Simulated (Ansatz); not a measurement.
**CH6GeN2: a ladder of functionals and wavefunction methods**

How much do the methods differ for CH6GeN2? The plan is to run it at one geometry with functionals of several rungs and with coupled cluster, and see how far each lands from CCSD(T) at the basis-set limit for the atomisation energy.

Method: functionals in def2-TZVPP, the program's frozen cores in correlated methods; program: Ansatz 0.2.0, Gaussian basis.

Plan: PBE-D4, r2SCAN-D4, PBE0-D4, B3LYP-D4, ωB97X-V, ωB97M-V, B2PLYP; CCSD(T)/def2-TZVPP; MP2/def2-QZVPP; extrapolation to the limit.

## Step 1: The relaxed structure

The geometry comes from an earlier relaxation with PBE0-D4 in a triple-zeta def2 set; it is a stationary point, not always the lowest conformer.

SMILES `C=[N][GeH2][NH2]`, 10 atoms, charge 0, spin multiplicity 1.

Atoms are counted from 1 here; the program's logs count them from 0.

Bond lengths: C1–N2 1.258 Å, C1–H5 1.097 Å, C1–H6 1.104 Å, N2–Ge3 1.872 Å, Ge3–N4 1.829 Å, Ge3–H7 1.546 Å, Ge3–H8 1.534 Å, N4–H9 1.011 Å, N4–H10 1.011 Å. Angles: N2–C1–H5 120.0°, N2–C1–H6 124.9°, H5–C1–H6 115.1°, C1–N2–Ge3 118.8°, N2–Ge3–N4 112.0°, N2–Ge3–H7 108.7°, N2–Ge3–H8 106.9°, N4–Ge3–H7 108.1°, N4–Ge3–H8 107.6°, H7–Ge3–H8 113.6°, Ge3–N4–H9 114.4°, Ge3–N4–H10 114.0°, H9–N4–H10 108.6°.

## Step 2: PBE-D4 (GGA)

in.yaml

```yaml
crystal:
  periodic: [false, false, false]
  atoms:
    - {symbol: C, position_ang: [-1.518449, 0.571815, -1.171247]}
    - {symbol: N, position_ang: [-1.184654, 0.236930, -0.005592]}
    - {symbol: Ge, position_ang: [0.394077, -0.740037, 0.233674]}
    - {symbol: N, position_ang: [1.572360, 0.123618, 1.333477]}
    - {symbol: H, position_ang: [-2.435319, 1.152111, -1.334602]}
    - {symbol: H, position_ang: [-0.950654, 0.325488, -2.085432]}
    - {symbol: H, position_ang: [1.072693, -0.930619, -1.141773]}
    - {symbol: H, position_ang: [0.004186, -2.057875, 0.914404]}
    - {symbol: H, position_ang: [1.893354, 1.015216, 0.982251]}
    - {symbol: H, position_ang: [1.235605, 0.252252, 2.277740]}
basis:
  gaussian: {orbitals: def2-TZVPP}
hamiltonian: {xc: pbe, dispersion: d4}
output: {forces: true, orbitals: {seedname: orbitals}}
```

Launch:

```
ansatz run in.yaml --threads 4 --pin off --events-out ev --progress --plain --max-ram 10444MiB
```

After this run come: r2SCAN-D4 (meta-GGA); PBE0-D4 (hybrid); B3LYP-D4 (hybrid); ωB97X-V (range-separated); ωB97M-V (range-separated); B2PLYP (double hybrid); CCSD(T) in def2-TZVPP; MP2 in def2-QZVPP.

**Question.** What will the summary of the whole plan be? Wanted: atomisation energy, CCSD(T)/CBS; farthest; mean size of error, hybrid; mean size of error, range-separated; gap, smallest and largest; T1 diagnostic; triples share of the correlation energy.

As calculated:

| quantity | value |
| --- | --- |
| atomisation energy, CCSD(T)/CBS | 3385.1 kJ/mol |
| functionals within 33.9 kJ/mol (1.0 %) | r2SCAN-D4, PBE0-D4, B3LYP-D4, ωB97X-V, ωB97M-V |
| farthest | PBE-D4 (+65.1 kJ/mol) |
| mean size of error, hybrid | 12.0 kJ/mol |
| mean size of error, range-separated | 8.9 kJ/mol |
| gap, smallest and largest | 3.74 eV (PBE-D4), 10.94 eV (ωB97X-V) |
| T1 diagnostic | 0.0120 |
| triples share of the correlation energy | 4.0 % |

PBE-D4 misses by +65.1 kJ/mol. Double hybrids carry the basis error of their MP2 part in triple zeta, and no dispersion term here, so their miss is partly the set-up's. The reference freezes the cores and leaves out relativity and excitations past (T), and its outer-core shells are covered unevenly, so misses under about 33.9 kJ/mol can't be ranked. Hartree-Fock recovers 67 % of the binding; the rest is correlation. The gap grows from 3.7 to 10.9 eV across the functionals, mostly with the share of exact exchange. Correlated methods include outer-core shells of Ge, which these sets cover unevenly.
